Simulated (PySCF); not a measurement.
**A diatomic session: BAs+**

What are the lowest state that PBE0 finds, the bond length, vibrational wavenumber and bond energy of BAs+, and how much do these hang on the method?

Program: PySCF 2.14.0. Level of theory: B def2-TZVPPD, As def2-TZVPPD, no relativity. These are calculated values, not measurements.

### Step 1. Input

A driver script around PySCF takes these settings:

```
atoms                         : B, As
charge                        : 1
basis                         : B def2-TZVPPD, As def2-TZVPPD
Hamiltonian                   : no relativity
basis functions               : 91
electrons treated             : 37
masses in u                   : 11.0093, 74.9216
levels                        : PBE0, PBE, r²SCAN, B3LYP, r²SCANh, M06-2X, M06, TPSS, ωB97X, HF, MP2, SCS-MP2, CCSD, CCSD(T)
grid                          : 80 radial by 434 angular points
occupations                   : held fixed by the projection of orbital angular momentum
dissociation limit            : B+ + As, each in its ground configuration
starting distance in angstrom : 2.090
values of 2S to try           : 1, 3
```

Run with:

```console
$ OMP_NUM_THREADS=2 python dia.py task.json out
```

Further steps of the session: The PBE0 curve of the state that the search chose; Higher solutions at PBE0; PBE; r²SCAN (meta-GGA); B3LYP; r²SCANh (hybrid meta-GGA); M06-2X (hybrid meta-GGA); M06; TPSS; ωB97X (range-separated hybrid); UHF (mean field); MP2 and coupled cluster.

What does the calculation give? Wanted: for each run, Re; ωe; De; μ.

As calculated:

Lowest PBE0 solution found, without spin–orbit coupling: ⁴Σ⁻ (quartet), unpaired electrons σ ↑, π ↑↑. State 2 has its PBE0 minimum 0.31 eV higher, as a spin-mixed determinant (⟨S²⟩ = 1.76), so this is no gap between pure states. State 3 has its PBE0 minimum 0.43 eV higher, as a spin-mixed determinant (⟨S²⟩ = 1.76), so this is no gap between pure states. State 4 has its PBE0 minimum 1.22 eV higher. The other levels ran on the lowest alone.

```
      level  Re (Å)  ωe (cm⁻¹)  De (eV)  μ (D)
        UHF   1.974        554     1.72  -3.33
    UHF-MP2   1.956        663     2.21    n/a
UHF-SCS-MP2   1.978        606     2.00    n/a
   UHF-CCSD   1.994        560     1.91    n/a
UHF-CCSD(T)   1.998        577     2.07    n/a
        PBE   1.988        618     3.22  -2.22
       TPSS   1.987        617     3.10  -2.33
     r²SCAN   1.966        653     3.17  -2.48
    r²SCANh   1.962        655     3.07  -2.52
      B3LYP   1.983        612     2.89  -2.38
       PBE0   1.968        637     2.93  -2.42
        M06   1.970        629     2.82  -2.20
     M06-2X   1.962        644     2.57  -2.57
      ωB97X   1.951        660     2.81  -2.42
```

De is counted to B+ + As in their ground configurations. A positive dipole points from B to As; in an ion it is taken about the centre of mass and does not tell which atom is negative.

Differences from CCSD(T) in the same basis:

| level | Re (mÅ) | ωe (%) |
| --- | --- | --- |
| UHF | -24 | -4.1 |
| UHF-MP2 | -42 | +14.9 |
| UHF-SCS-MP2 | -19 | +4.9 |
| UHF-CCSD | -4 | -2.9 |
| PBE | -10 | +7.1 |
| TPSS | -11 | +7.0 |
| r²SCAN | -32 | +13.1 |
| r²SCANh | -36 | +13.5 |
| B3LYP | -15 | +6.0 |
| PBE0 | -30 | +10.3 |
| M06 | -28 | +9.0 |
| M06-2X | -36 | +11.6 |
| ωB97X | -46 | +14.4 |

What this shows: Judged by CCSD(T) in the same basis: best bond length UHF-CCSD (-4 mÅ), worst ωB97X (-46 mÅ); best wavenumber UHF-CCSD (-2.9 %), worst UHF-MP2 (+14.9 %). Of the levels with a De here, UHF gives the least (1.72 eV) and PBE the most (3.22 eV).

Correlated steps freeze 10 core orbitals.
